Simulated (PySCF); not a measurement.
# A gas-phase reaction: H4Si + CO2 → CH4O2Si

Wanted: the reaction energy for `[SiH4]` + `O=C=O` → `O=CO[SiH3]`.

Programs: PySCF 2.14.0. All values are calculated, for the isolated system unless a continuum is named. Atoms count from 0, parts from 1.

## 1. The system as given

Each species was relaxed by itself at PBE0-D3(BJ)/def2-SVPD.

## 2. Energies of the species: wB97M-D3(BJ)/def2-TZVPD

What the job is given:

```
{"job": {"kind": "react", "xc": "wB97M-D3(BJ)", "basis": "def2-TZVPD"}, "charge": 0, "multiplicity": 1}
-1 H4Si charge 0 multiplicity 1
Si    -0.003240     0.000810    -0.000290
H      0.900810     0.514040    -1.069940
H      0.813910    -0.551680     1.118580
H     -0.873550    -1.074330    -0.558410
H     -0.854130     1.115220     0.508580

-1 CO2 charge 0 multiplicity 1
O     -1.086600     0.387080     0.001440
C      0.006670     0.000050     0.003820
O      1.099930    -0.386970     0.006190

+1 CH4O2Si charge 0 multiplicity 1
O     -0.310860     0.838630    -1.631510
C     -1.084300     0.197670    -0.971360
O     -0.785440    -0.363360     0.192720
Si     0.822330    -0.156870     0.797230
H     -2.135160     0.005930    -1.261520
H      1.090310     1.287850     1.011450
H      0.778780    -0.895640     2.084560
H      1.789360    -0.771820    -0.147070
```

Method: wB97M-D3(BJ)/def2-TZVPD reaction energy of separated species, gas phase.

Command:

```sh
$ OMP_NUM_THREADS=1 python cluster_run.py task.json out
```

One launch serves the whole session: the jobs run in the order shown.

**Question.** The jobs that follow are: PBE0-D3(BJ)/def2-TZVPD reaction energy of separated species, gas phase; MP2/def2-TZVPD reaction energy of separated species, gas phase. Predict: reaction energy (wB97M-D3(BJ)/def2-TZVPD); ΔH, ΔG at 298 K (xTB thermal terms). Thermal terms come from harmonic xTB runs on each species.

The runs gave:

```
                                                quantity                      value
               reaction energy (wB97M-D3(BJ)/def2-TZVPD)            -15.35 kcal/mol
                     ΔH, ΔG at 298 K (xTB thermal terms)       -13.1, -5.3 kcal/mol
range of the reaction energy over the runs of this table  -15.71 to -14.27 kcal/mol
```

In words: The reaction is exothermic by 13.1 kcal/mol in the gas phase; dispersion gives -1.82, and xTB itself gave -12.77 for the electronic energy (xTB energies and thermal terms come from the earlier relaxation of each species, not shown). No barrier was sought. The reaction energy runs from -15.71 (PBE0-D3(BJ)/def2-TZVPD) to -14.27 kcal/mol (MP2/def2-TZVPD).
